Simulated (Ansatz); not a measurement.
# H7NOSSiSn: the cost of one run

Program: Ansatz 0.2.0. Level of theory: RKS PBE/def2-SVP. These are calculated values, not measurements.

### 1 The structure to begin with

Bond lengths: N1–Si2 1.775 Å, Si2–S3 2.146 Å, Si2–O4 1.762 Å, Si2–Sn5 2.971 Å, O4–Sn5 2.003 Å, N1–H6 1.021 Å, N1–H7 1.096 Å, Si2–H8 1.435 Å, S3–H9 1.473 Å, Sn5–H10 1.738 Å, Sn5–H11 1.738 Å, Sn5–H12 1.744 Å. Angles (14 of 25 angles, heavy atoms first): N1–Si2–S3 110.0°, N1–Si2–O4 107.2°, N1–Si2–Sn5 145.0°, S3–Si2–O4 108.5°, S3–Si2–Sn5 97.0°, O4–Si2–Sn5 40.9°, Si2–O4–Sn5 104.0°, Si2–Sn5–O4 35.1°, N1–Si2–H8 110.9°, S3–Si2–H8 107.7°, O4–Si2–H8 112.6°, Sn5–Si2–H8 80.2°, Si2–N1–H6 109.5°, Si2–N1–H7 104.5°.

As a file:

```xyz
12

N    -0.9920    0.8625    2.0355
Si   -0.5431    0.3968    0.3824
S     0.3448    2.0659   -0.6338
O     0.6602   -0.8835    0.5116
Sn    0.6617   -1.7333   -1.3023
H    -0.1832    1.2726    2.5056
H    -1.6484    1.7304    1.9083
H    -1.6990   -0.0066   -0.3667
H     1.4142    2.1519    0.3755
H    -0.9298   -2.3017   -1.7070
H     1.7676   -3.0724   -1.2348
H     1.2241   -0.5378   -2.4404
```

### 2 End point A

Input file input.yaml:

```yaml
crystal:
  periodic: [false, false, false]
  atoms:
    - { symbol: "N", position_ang: [-0.992, 0.8625, 2.0355] }
    - { symbol: Si, position_ang: [-0.5431, 0.3968, 0.3824] }
    - { symbol: S, position_ang: [0.3448, 2.0659, -0.6338] }
    - { symbol: O, position_ang: [0.6602, -0.8835, 0.5116] }
    - { symbol: Sn, position_ang: [0.6617, -1.7333, -1.3023] }
    - { symbol: H, position_ang: [-0.1832, 1.2726, 2.5056] }
    - { symbol: H, position_ang: [-1.6484, 1.7304, 1.9083] }
    - { symbol: H, position_ang: [-1.699, -0.0066, -0.3667] }
    - { symbol: H, position_ang: [1.4142, 2.1519, 0.3755] }
    - { symbol: H, position_ang: [-0.9298, -2.3017, -1.707] }
    - { symbol: H, position_ang: [1.7676, -3.0724, -1.2348] }
    - { symbol: H, position_ang: [1.2241, -0.5378, -2.4404] }
basis:
  gaussian: { orbitals: def2-SVP }
hamiltonian:
  xc: pbe
relax:
  f_tol: 0.015
  max_steps: 40
```

The run is started by

```sh
> ansatz run input.yaml --threads 2 --pin off --max-ram 3072MiB --backend cpu --events-out ev --progress --plain --runs-dir out
```

**Question.** How long does this run take on 2 threads of Arm Neoverse V2, shared host, and how much memory does it need?

About 75 s, with a peak of 0.19 GiB.
